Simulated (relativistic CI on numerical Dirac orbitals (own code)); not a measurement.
# Ions with 64 electrons, Os¹²⁺ to Au¹⁵⁺: levels along an isoelectronic sequence

How do the lowest levels of 64-electron ions move as Z rises from 76 to 79? Each ion is run with the same configurations.

The numbers are computed with relativistic CI on numerical Dirac orbitals (own code) version 4 (Dirac-Coulomb-Breit CI, KLI orbitals optimised for each configuration, model QED (radiative potential, 1s self-energy scaled to tabulated hydrogen-like ionisation energies), valence Slater integrals scaled by 0.9, P86 correlation energy added to each configuration), except any that are marked as measured or tabulated.

### 1 Starting point

- electrons: 64
- ions: Os¹²⁺, Ir¹³⁺, Pt¹⁴⁺, Au¹⁵⁺
- configurations: [Kr] 4d10 4f14 5s2 5p2; [Kr] 4d10 4f13 5s2 5p3; [Kr] 4d10 4f14 5s 5p3; [Kr] 4d10 4f14 5s2 5p 5d; [Xe] 4f10; [Xe] 4f9 6s; [Kr] 4d10 4f14 5s 5p2 5d

### 2 Os¹²⁺ (Z = 76)

Input settings:

```ini
atom Os  Z=76  charge=12  electrons=64
nucleus A=192  rms_radius_fm=5.4126
hamiltonian dirac-coulomb  breit=on  qed=on  c_scale=1
orbitals kli  potential=per-configuration
slater_scale 0.9
correlation p86
mixing on
configurations
  [Kr] 4d10 4f14 5s2 5p2
  [Kr] 4d10 4f13 5s2 5p3
  [Kr] 4d10 4f14 5s 5p3
  [Kr] 4d10 4f14 5s2 5p 5d
  [Xe] 4f10
  [Xe] 4f9 6s
  [Kr] 4d10 4f14 5s 5p2 5d
end
```

Command:

```sh
$ python run_levels.py task.json out
```

One command runs all members of the session, one after another, from task.json.

### 3 Ir¹³⁺ (Z = 77)

The settings differ from step 2 so:

```diff
@@ -1,3 +1,3 @@
-atom Os  Z=76  charge=12  electrons=64
-nucleus A=192  rms_radius_fm=5.4126
+atom Ir  Z=77  charge=13  electrons=64
+nucleus A=193  rms_radius_fm=5.4032
 hamiltonian dirac-coulomb  breit=on  qed=on  c_scale=1
```

### 4 Pt¹⁴⁺ (Z = 78)

The settings differ from step 3 so:

```diff
@@ -1,3 +1,3 @@
-atom Ir  Z=77  charge=13  electrons=64
-nucleus A=193  rms_radius_fm=5.4032
+atom Pt  Z=78  charge=14  electrons=64
+nucleus A=195  rms_radius_fm=5.4270
 hamiltonian dirac-coulomb  breit=on  qed=on  c_scale=1
```

### 5 Au¹⁵⁺ (Z = 79)

The settings differ from step 4 so:

```diff
@@ -1,3 +1,3 @@
-atom Pt  Z=78  charge=14  electrons=64
-nucleus A=195  rms_radius_fm=5.4270
+atom Au  Z=79  charge=15  electrons=64
+nucleus A=197  rms_radius_fm=5.4371
 hamiltonian dirac-coulomb  breit=on  qed=on  c_scale=1
```

(Steps that only read results are left out.)

**Question.** What will these runs give? Wanted: lowest level, first ion; lowest level, last ion; changes of the lowest level; interval 3P0 to 3P1; mean jj purity of the low levels.

**Answer**, as computed:

| quantity | value |
| --- | --- |
| lowest level, first ion | 5p2 [5p1/2^2] J=0 |
| lowest level, last ion | 5p2 [5p1/2^2] J=0 |
| changes of the lowest level | none |
| interval 3P0 to 3P1 | 108400 to 156000 cm⁻¹ |
| mean jj purity of the low levels | 97 to 98 % |

What this shows: The lowest level stays 5p2 [5p1/2^2] J=0 throughout. Over these ions the splitting within 5p2 3P follows Z^9.4, steeper than the fourth power of a bare nucleus, since the screened charge grows faster than Z and higher orders in (Zα)² add to it. Only the listed configurations are in the model, so lower levels can be missing.
